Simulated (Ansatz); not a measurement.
**TiSiH₂ (quintet): the correlation ladder at distance Ti1–Si2 = 2.040 Å, def2-SVP**

Aim: climb from Hartree-Fock through coupled cluster and multireference methods for TiSiH₂ (quintet) at one geometry and basis, and see what each rung misses.

Computed with Ansatz 0.2.0, Gaussian basis. Level: def2-SVP, core rule «outside noble gas», up to 14 orbitals frozen.

The runs, in order: UHF; CCSD(T) on ROHF; CCSD(T) on UHF; CISD; CCSDT(Q) on ROHF; CCSDT(Q) on UHF; CASSCF and MRCISD+Q, 6 electrons in 6 orbitals; CASSCF and NEVPT2, 6 electrons in 6 orbitals.

12 further runs of the same task are left out: 1 for a mislabelled method, 10 that didn't finish, 1 set aside as unsound or not needed.

**1. What is computed**

The geometry derives from a PBE0/def2-TZVP stationary point (not a proven minimum). One bond is set to the value named and the two fragments are kept rigid.

4 atoms, charge 0, spin multiplicity 5.

Atoms are counted from 1 here; the program's logs count them from 0.

Bond lengths: Ti1–Si2 2.040 Å, Ti1–H3 1.742 Å, Ti1–H4 1.742 Å. Angles: Si2–Ti1–H3 118.7°, Si2–Ti1–H4 118.7°, H3–Ti1–H4 122.5°.

In the tables R marks a restricted open-shell determinant and U an unrestricted one; 'pair' is the active space of 6 electrons in 6 orbitals; energies count from the table's Hartree-Fock row.

**2. UHF**

Contents of in.yaml:

```yaml
crystal:
  periodic: [false, false, false]
  atoms:
    - {symbol: Ti, position_ang: [0.000000, 0.000000, 0.713189]}
    - {symbol: Si, position_ang: [0.000000, 0.000000, -1.326811]}
    - {symbol: H, position_ang: [0.000000, 1.527869, 1.550672]}
    - {symbol: H, position_ang: [0.000000, -1.527869, 1.550672]}
basis:
  gaussian: {orbitals: def2-SVP}
magnetization: {spin_polarized: true, initial_magnetization: 4}
hamiltonian: {xc: hf}
output: {orbitals: {seedname: orbitals}}
```

Command:

```console
$ ansatz run in.yaml --threads 1 --pin off --events-out ev --progress --plain --max-ram 2393MiB
```

The program printed:

```text
Functional definition: HF
  name "HF"
  cite "Fock, Z. Phys. 61, 126 (1930) doi:10.1007/BF01340294"
  parent pbe
  exchange = exact_x
  correlation = 0
622 factors; integrals over basis functions are off by at most 1.1e-3 eV
mean field evaluation 1: about -30967.4995 eV, gradient 1.3e1 eV
mean field evaluation 2: about -30967.5373 eV, gradient 1.3e1 eV
mean field evaluation 4: about -30969.6071 eV, gradient 3.1e0 eV
mean field evaluation 8: about -30969.8331 eV, gradient 3.8e-1 eV
mean field evaluation 16: about -30969.8443 eV, gradient 3.7e-5 eV
mean field evaluation 32: about -30966.8733 eV, gradient 2.0e0 eV
mean field evaluation 64: about -30969.0847 eV, gradient 4.4e-1 eV
mean field evaluation 96: about -30969.5239 eV, gradient 3.9e-3 eV
mean field -30969.84425179 eV, -1138.1207841390 hartree, gradient 9.6e-6 eV, S^2 6.057622; 3 other end points of the search recorded, 0 dependent functions left out
reference -30969.84425179 eV, -1138.1207841390 hartree; 21, 17 occupied and 38, 42 virtual orbitals, 622 factors
Total energy: -30969.84425179 eV, -1138.1207841390 hartree
```

Wall time 1.5 s (1 thread of Intel Xeon 6975P-C, shared host).

From the report: ⟨S²⟩ of the determinant 6.058 (pure quintet: 6.00).

**3. CCSD(T) on ROHF**

Changes to in.yaml since step 2:

```diff
@@ -9,4 +9,4 @@
   gaussian: {orbitals: def2-SVP}
-magnetization: {spin_polarized: true, initial_magnetization: 4}
-hamiltonian: {xc: hf}
-output: {orbitals: {seedname: orbitals}}
+magnetization: {spin_polarized: false, initial_magnetization: 4}
+correlation: {method: ccsd_t, electrons: outside_noble_gas}
+output: {forces: true}
```

The command is unchanged.

The program printed, shortened:

```text
Functional definition: HF
  name "HF"
  cite "Fock, Z. Phys. 61, 126 (1930) doi:10.1007/BF01340294"
  parent pbe
[...]
622 factors; integrals over basis functions are off by at most 1.1e-3 eV
[...]
mean field -30969.68249688 eV, -1138.1148397554 hartree, gradient 2.7e-6 eV, S^2 6.000000; 20 other end points of the search recorded, 0 dependent functions left out
[...]
determinant -30969.68249688 eV, -1138.1148397554 hartree, with singles and doubles -30974.72286430 eV, -1138.3000698417 hartree
determinant -30969.38149542 eV, -1138.1037781558 hartree, with singles and doubles -30974.36441918 eV, -1138.2868972267 hartree
determinant -30968.94184207 eV, -1138.0876211934 hartree, with singles and doubles -30973.80680761 eV, -1138.2664053792 hartree
determinant -30968.02969341 eV, -1138.0541003485 hartree, with singles and doubles -30972.96416642 eV, -1138.2354388868 hartree
[...]
14 core orbitals not correlated: weight in the atoms' cores, before any rotation towards them, 0.998 or more for the frozen orbitals, at most 0.002 for the correlated occupied ones
reference -30969.68249688 eV, -1138.1148397554 hartree; 7, 3 occupied and 38, 42 virtual orbitals, 622 factors
second order -4.00228093 eV of doubles, -0.03873935 eV of singles
cycle   1  -5.04452673 eV  change    2.6e-6 eV  update   3.2e-6
[...]
cycle   7  -5.04452863 eV  change    1.7e-7 eV  update   1.0e-7
perturbative correction -0.26199611 eV, -0.0096281794 hartree
[...]
Total energy: -30974.98902162 eV, -1138.3098509428 hartree
Atom 0 at     0.000000     0.000000     0.713189 Å, force    -0.000000    -0.000000     8.428894 eV/Å
Atom 1 at     0.000000     0.000000    -1.326811 Å, force    -0.000000    -0.000000    -8.407829 eV/Å
Atom 2 at     0.000000     1.527869     1.550672 Å, force    -0.000000     0.296431    -0.010533 eV/Å
Atom 3 at     0.000000    -1.527869     1.550672 Å, force    -0.000000    -0.296431    -0.010533 eV/Å
Dipole moment:    -0.000000    -0.000000    -0.495198 e Å
```

It took 15 s on 1 thread of Intel Xeon 6975P-C, shared host.

From the report: correlation -5.3065 eV; T1 0.048; largest double amplitude 0.05.

**4. CCSD(T) on UHF**

Changes to in.yaml since step 3:

```diff
@@ -9,3 +9,3 @@
   gaussian: {orbitals: def2-SVP}
-magnetization: {spin_polarized: false, initial_magnetization: 4}
+magnetization: {spin_polarized: true, initial_magnetization: 4}
 correlation: {method: ccsd_t, electrons: outside_noble_gas}
```

Launched as before.

The program printed, shortened:

```text
Functional definition: HF
  name "HF"
  cite "Fock, Z. Phys. 61, 126 (1930) doi:10.1007/BF01340294"
  parent pbe
[...]
622 factors; integrals over basis functions are off by at most 1.1e-3 eV
[...]
mean field -30969.84425179 eV, -1138.1207841390 hartree, gradient 1.7e-6 eV, S^2 6.057622; 21 other end points of the search recorded, 0 dependent functions left out
determinant -30969.84425179 eV, -1138.1207841390 hartree, with singles and doubles -30974.76512958 eV, -1138.3016230622 hartree
determinant -30969.52390778 eV, -1138.1090117138 hartree, with singles and doubles -30974.41955500 eV, -1138.2889234307 hartree
determinant -30969.08564230 eV, -1138.0929057542 hartree, with singles and doubles -30973.85403552 eV, -1138.2681409731 hartree
determinant -30968.14663120 eV, -1138.0583977327 hartree, with singles and doubles -30972.99703144 eV, -1138.2366466541 hartree
[...]
14 core orbitals not correlated: weight in the atoms' cores, before any rotation towards them, 0.997 or more for the frozen orbitals, at most 0.002 for the correlated occupied ones
reference -30969.84425179 eV, -1138.1207841390 hartree; 7, 3 occupied and 38, 42 virtual orbitals, 622 factors
second order -3.90627696 eV of doubles, -0.00000000 eV of singles
cycle   1  -4.92538881 eV  change    1.0e-6 eV  update   2.5e-6
[...]
cycle   7  -4.92539136 eV  change    1.4e-7 eV  update   1.2e-7
perturbative correction -0.24329964 eV, -0.0089410970 hartree
[...]
Total energy: -30975.01294279 eV, -1138.3107300299 hartree
Atom 0 at     0.000000     0.000000     0.713189 Å, force    -0.000000     0.000000     8.413655 eV/Å
Atom 1 at     0.000000     0.000000    -1.326811 Å, force    -0.000000    -0.000000    -8.389904 eV/Å
Atom 2 at     0.000000     1.527869     1.550672 Å, force     0.000000     0.289357    -0.011876 eV/Å
Atom 3 at     0.000000    -1.527869     1.550672 Å, force    -0.000000    -0.289357    -0.011876 eV/Å
Dipole moment:    -0.000000     0.000000    -0.498526 e Å
```

Wall time 16 s (1 thread of Intel Xeon 6975P-C, shared host).

From the report: ⟨S²⟩ of the determinant 6.058 (pure quintet: 6.00); correlation -5.1687 eV; T1 0.043; largest double amplitude 0.05.

**5. CISD**

Changes to in.yaml since step 4:

```diff
@@ -9,4 +9,3 @@
   gaussian: {orbitals: def2-SVP}
-magnetization: {spin_polarized: true, initial_magnetization: 4}
-correlation: {method: ccsd_t, electrons: outside_noble_gas}
-output: {forces: true}
+magnetization: {spin_polarized: false, initial_magnetization: 4}
+correlation: {active_space: {ras: {orbitals: [3, 4, 38], electrons: 10, max_holes: 2, max_particles: 2}, fixed_orbitals: true}}
```

Same command.

The program printed:

```text
Functional definition: HF
  name "HF"
  cite "Fock, Z. Phys. 61, 126 (1930) doi:10.1007/BF01340294"
  parent pbe
  exchange = exact_x
  correlation = 0
622 factors; integrals over basis functions are off by at most 1.1e-3 eV
mean field evaluation 1: about -30967.1464 eV, gradient 1.5e1 eV
mean field evaluation 2: about -30967.1876 eV, gradient 1.5e1 eV
mean field evaluation 4: about -30969.4974 eV, gradient 4.4e0 eV
mean field evaluation 8: about -30969.6775 eV, gradient 4.6e-1 eV
mean field evaluation 16: about -30969.6825 eV, gradient 2.7e-6 eV
mean field evaluation 32: about -30969.6768 eV, gradient 2.9e-1 eV
mean field evaluation 64: about -30967.6729 eV, gradient 1.4e1 eV
mean field evaluation 96: about -30969.3809 eV, gradient 9.5e-2 eV
mean field -30969.68249688 eV, -1138.1148397554 hartree, gradient 2.7e-6 eV, S^2 6.000000; 13 other end points of the search recorded, 0 dependent functions left out
reference -30969.68249688 eV, -1138.1148397554 hartree; 21, 17 occupied and 38, 42 virtual orbitals, 622 factors
state -30974.36405593 eV, -1138.2868838773 hartree
Total energy: -30974.36405593 eV, -1138.2868838773 hartree
```

Wall time 15 s (1 thread of Intel Xeon 6975P-C, shared host).

From the report: 89,561 determinants.

**6. CCSDT(Q) on ROHF**

Changes to in.yaml since step 5:

```diff
@@ -10,2 +10,2 @@
 magnetization: {spin_polarized: false, initial_magnetization: 4}
-correlation: {active_space: {ras: {orbitals: [3, 4, 38], electrons: 10, max_holes: 2, max_particles: 2}, fixed_orbitals: true}}
+correlation: {method: ccsdt_q, electrons: outside_noble_gas}
```

The command is unchanged.

The program printed, shortened:

```text
Functional definition: HF
  name "HF"
  cite "Fock, Z. Phys. 61, 126 (1930) doi:10.1007/BF01340294"
  parent pbe
[...]
1086 factors; integrals over basis functions are off by at most 1.9e-7 eV
[...]
mean field -30969.68253997 eV, -1138.1148413390 hartree, gradient 6.6e-6 eV, S^2 6.000000; 20 other end points of the search recorded, 0 dependent functions left out
[...]
determinant -30969.68253997 eV, -1138.1148413390 hartree, with singles and doubles -30974.72290611 eV, -1138.3000713783 hartree
determinant -30969.38153592 eV, -1138.1037796443 hartree, with singles and doubles -30974.36445801 eV, -1138.2868986537 hartree
determinant -30968.94188019 eV, -1138.0876225941 hartree, with singles and doubles -30973.80684524 eV, -1138.2664067621 hartree
determinant -30968.02973759 eV, -1138.0541019720 hartree, with singles and doubles -30972.96420760 eV, -1138.2354404000 hartree
[...]
determinant -30966.39273058 eV, -1137.9939430741 hartree, with singles and doubles -30971.06498584 eV, -1138.1656452876 hartree
determinant -30969.68253997 eV, -1138.1148413390 hartree, with singles and doubles -30974.72706723 eV, -1138.3002242965 hartree
determinant -30969.38153592 eV, -1138.1037796443 hartree, with singles and doubles -30974.36857334 eV, -1138.2870498892 hartree
14 core orbitals not correlated: weight in the atoms' cores, before any rotation towards them, 0.998 or more for the frozen orbitals, at most 0.002 for the correlated occupied ones
reference -30969.68253997 eV, -1138.1148413390 hartree; 7, 3 occupied and 38, 42 virtual orbitals, 1086 factors
second order -4.00228709 eV of doubles, -0.03873958 eV of singles
cycle   1  -4.58483957 eV  change   -5.4e-1 eV  update   1.3e-1
[...]
cycle  26  -5.36065524 eV  change   -2.0e-7 eV  update   1.0e-6
perturbative correction -0.00665179 eV, -0.0002444488 hartree
Total energy: -30975.04984700 eV, -1138.3120862344 hartree
```

Run time: 44 s. Hardware: 1 thread of Intel Xeon 6975P-C, shared host; peak memory 0.71 GiB.

From the report: correlation -5.3673 eV; T1 0.049; largest double amplitude 0.06.

**7. CCSDT(Q) on UHF**

Changes to in.yaml since step 6:

```diff
@@ -9,3 +9,3 @@
   gaussian: {orbitals: def2-SVP}
-magnetization: {spin_polarized: false, initial_magnetization: 4}
+magnetization: {spin_polarized: true, initial_magnetization: 4}
 correlation: {method: ccsdt_q, electrons: outside_noble_gas}
```

The command is unchanged.

The program printed, shortened:

```text
Functional definition: HF
  name "HF"
  cite "Fock, Z. Phys. 61, 126 (1930) doi:10.1007/BF01340294"
  parent pbe
[...]
1086 factors; integrals over basis functions are off by at most 1.9e-7 eV
[...]
mean field -30969.84429524 eV, -1138.1207857357 hartree, gradient 2.1e-6 eV, S^2 6.057622; 21 other end points of the search recorded, 0 dependent functions left out
determinant -30969.84429524 eV, -1138.1207857357 hartree, with singles and doubles -30974.76517100 eV, -1138.3016245843 hartree
determinant -30969.52394878 eV, -1138.1090132203 hartree, with singles and doubles -30974.41959478 eV, -1138.2889248924 hartree
determinant -30969.08568081 eV, -1138.0929071695 hartree, with singles and doubles -30973.85407560 eV, -1138.2681424460 hartree
determinant -30968.14667543 eV, -1138.0583993581 hartree, with singles and doubles -30972.99707272 eV, -1138.2366481711 hartree
[...]
determinant -30966.44463776 eV, -1137.9958506278 hartree, with singles and doubles -30971.79568836 eV, -1138.1924981102 hartree
determinant -30969.84429524 eV, -1138.1207857357 hartree, with singles and doubles -30974.76968349 eV, -1138.3017904152 hartree
determinant -30969.52394878 eV, -1138.1090132203 hartree, with singles and doubles -30974.42379457 eV, -1138.2890792319 hartree
14 core orbitals not correlated: weight in the atoms' cores, before any rotation towards them, 0.997 or more for the frozen orbitals, at most 0.002 for the correlated occupied ones
reference -30969.84429524 eV, -1138.1207857357 hartree; 7, 3 occupied and 38, 42 virtual orbitals, 1086 factors
second order -3.90628201 eV of doubles, -0.00000000 eV of singles
cycle   1  -4.48972167 eV  change   -5.8e-1 eV  update   1.2e-1
[...]
cycle  26  -5.23276549 eV  change   -4.4e-7 eV  update   1.0e-6
perturbative correction -0.01745756 eV, -0.0006415535 hartree
Total energy: -30975.09451829 eV, -1138.3137278740 hartree
```

Run time: 42 s. Hardware: 1 thread of Intel Xeon 6975P-C, shared host; peak memory 0.56 GiB.

From the report: ⟨S²⟩ of the determinant 6.058 (pure quintet: 6.00); correlation -5.2502 eV; T1 0.046; largest double amplitude 0.06.

**8. CASSCF and MRCISD+Q, 6 electrons in 6 orbitals**

Changes to in.yaml since step 7:

```diff
@@ -9,3 +9,3 @@
   gaussian: {orbitals: def2-SVP}
-magnetization: {spin_polarized: true, initial_magnetization: 4}
-correlation: {method: ccsdt_q, electrons: outside_noble_gas}
+magnetization: {spin_polarized: false, initial_magnetization: 4}
+correlation: {method: fic_mrcisd_q, electrons: outside_noble_gas, active_space: {window: {electrons: 6, orbitals: 6}}}
```

Launched as before.

The program printed, shortened:

```text
Functional definition: HF
  name "HF"
  cite "Fock, Z. Phys. 61, 126 (1930) doi:10.1007/BF01340294"
  parent pbe
[...]
622 factors; integrals over basis functions are off by at most 1.1e-3 eV
[...]
mean field -30969.68249688 eV, -1138.1148397554 hartree, gradient 2.7e-6 eV, S^2 6.000000; 13 other end points of the search recorded, 0 dependent functions left out
reference -30969.68249688 eV, -1138.1148397554 hartree; 21, 17 occupied and 38, 42 virtual orbitals, 622 factors
state -30970.16305922 eV, -1138.1325000960 hartree
contracted CI cycle   1: correlation 0.00000000 eV, 0.0000000000 hartree, residual 1.41e1 eV
contracted CI cycle   2: correlation -3.95930237 eV, -0.1455016785 hartree, residual 2.92e0 eV
contracted CI cycle   3: correlation -4.18004405 eV, -0.1536137856 hartree, residual 1.11e0 eV
contracted CI cycle   4: correlation -4.21856860 eV, -0.1550295368 hartree, residual 4.43e-1 eV
contracted CI cycle   5: correlation -4.22496103 eV, -0.1552644542 hartree, residual 1.82e-1 eV
contracted CI cycle   6: correlation -4.22593036 eV, -0.1553000763 hartree, residual 7.88e-2 eV
contracted CI cycle   7: correlation -4.22611954 eV, -0.1553070286 hartree, residual 3.52e-2 eV
contracted CI cycle   8: correlation -4.22615688 eV, -0.1553084008 hartree, residual 1.84e-2 eV
contracted CI cycle   9: correlation -4.22616592 eV, -0.1553087331 hartree, residual 9.44e-3 eV
contracted CI cycle  10: correlation -4.22616849 eV, -0.1553088273 hartree, residual 4.64e-3 eV
contracted CI cycle  11: correlation -4.22616914 eV, -0.1553088514 hartree, residual 2.28e-3 eV
contracted CI cycle  12: correlation -4.22616928 eV, -0.1553088566 hartree, residual 1.10e-3 eV
state -30970.16305922 eV, -1138.1325000960 hartree; corrected -30974.91818410 eV, -1138.3072477120 hartree
Total energy: -30974.91818410 eV, -1138.3072477120 hartree
```

It took 5.5 s on 1 thread of Intel Xeon 6975P-C, shared host.

From the report: 26 determinants; active occupations 1.96, 1.00, 1.00, 1.00, 1.00, 0.04.

**9. CASSCF and NEVPT2, 6 electrons in 6 orbitals**

Changes to in.yaml since step 8:

```diff
@@ -10,2 +10,2 @@
 magnetization: {spin_polarized: false, initial_magnetization: 4}
-correlation: {method: fic_mrcisd_q, electrons: outside_noble_gas, active_space: {window: {electrons: 6, orbitals: 6}}}
+correlation: {method: sc_nevpt2, electrons: outside_noble_gas, active_space: {window: {electrons: 6, orbitals: 6}}}
```

Launched as before.

The program printed, shortened:

```text
Functional definition: HF
  name "HF"
  cite "Fock, Z. Phys. 61, 126 (1930) doi:10.1007/BF01340294"
  parent pbe
[...]
622 factors; integrals over basis functions are off by at most 1.1e-3 eV
[...]
mean field -30969.68249688 eV, -1138.1148397554 hartree, gradient 2.7e-6 eV, S^2 6.000000; 13 other end points of the search recorded, 0 dependent functions left out
reference -30969.68249688 eV, -1138.1148397554 hartree; 21, 17 occupied and 38, 42 virtual orbitals, 622 factors
state -30970.16305922 eV, -1138.1325000960 hartree
state -30970.16305922 eV, -1138.1325000960 hartree; corrected -30973.70587164 eV, -1138.2626960510 hartree
Total energy: -30973.70587164 eV, -1138.2626960510 hartree
```

Run time: 4.9 s. Hardware: 1 thread of Intel Xeon 6975P-C, shared host.

From the report: 26 determinants; active occupations 1.96, 1.00, 1.00, 1.00, 1.00, 0.04.

**10. All levels against the top one**

No level here is safe as a reference; RCCSDT(Q) serves as a yardstick only. Rows without a time come out of other runs: HF, MP2 and CCSD of CCSD(T), CCSDT of CCSDT(Q), CASSCF and MRCISD of the multireference runs. The times of RCCSD(T), UCCSD(T) include forces.

Differences are taken before rounding.

| method | energy from the lowest RHF (kcal/mol) | from RCCSDT(Q) (kcal/mol) | time |
| --- | --- | --- | --- |
| RHF | 0.00 | +123.77 |  |
| UHF | -3.73 | +120.04 |  |
| RMP2 | -93.19 | +30.59 |  |
| UMP2 | -93.81 | +29.96 |  |
| RCCSD | -116.33 | +7.44 |  |
| UCCSD | -117.31 | +6.46 |  |
| RCCSD(T) | -122.37 | +1.40 | 15 s |
| UCCSD(T) | -122.92 | +0.85 | 16 s |
| RCCSDT | -123.62 | +0.15 |  |
| UCCSDT | -124.40 | -0.63 |  |
| RCCSDT(Q) | -123.77 | 0 | 44 s |
| UCCSDT(Q) | -124.80 | -1.03 | 42 s |
| CASSCF pair | -11.08 | +112.69 |  |
| NEVPT2 pair | -92.78 | +30.99 | 4.9 s |
| MRCISD pair | -108.54 | +15.23 |  |
| MRCISD+Q pair | -120.74 | +3.04 | 5.5 s |

Among the levels timed on like hardware and quicker than the yardstick, those that no quicker one beats, quickest first: NEVPT2 pair (4.9 s, +30.99 kcal/mol); MRCISD+Q pair (5.5 s, +3.04 kcal/mol); RCCSD(T) (15 s, +1.40 kcal/mol); UCCSD(T) (16 s, +0.85 kcal/mol).

Not comparable, so not listed: CISD (they don't share determinant, frozen orbitals or solution with the rows shown, or repeat one).

**11. Summary of results**

```
                      quantity            value
RCCSDT(Q) below the RHF energy       -5.3674 eV
           RMP2 from RCCSDT(Q)  +30.59 kcal/mol
           UMP2 from RCCSDT(Q)  +29.96 kcal/mol
          RCCSD from RCCSDT(Q)   +7.44 kcal/mol
       RCCSD(T) from RCCSDT(Q)   +1.40 kcal/mol
       UCCSD(T) from RCCSDT(Q)   +0.85 kcal/mol
      UCCSDT(Q) from RCCSDT(Q)   -1.03 kcal/mol
    NEVPT2 pair from RCCSDT(Q)  +30.99 kcal/mol
  MRCISD+Q pair from RCCSDT(Q)   +3.04 kcal/mol
                 T1 diagnostic            0.048
```

**Reading.** RCCSD(T) misses by +1.40 kcal/mol, 1.1 % of the correlation energy. CCSD(T) misses by +1.40 kcal/mol on the restricted determinant and by +0.85 kcal/mol on the unrestricted one; the two need not hold the same state or core. Warnings: large T1 diagnostic.
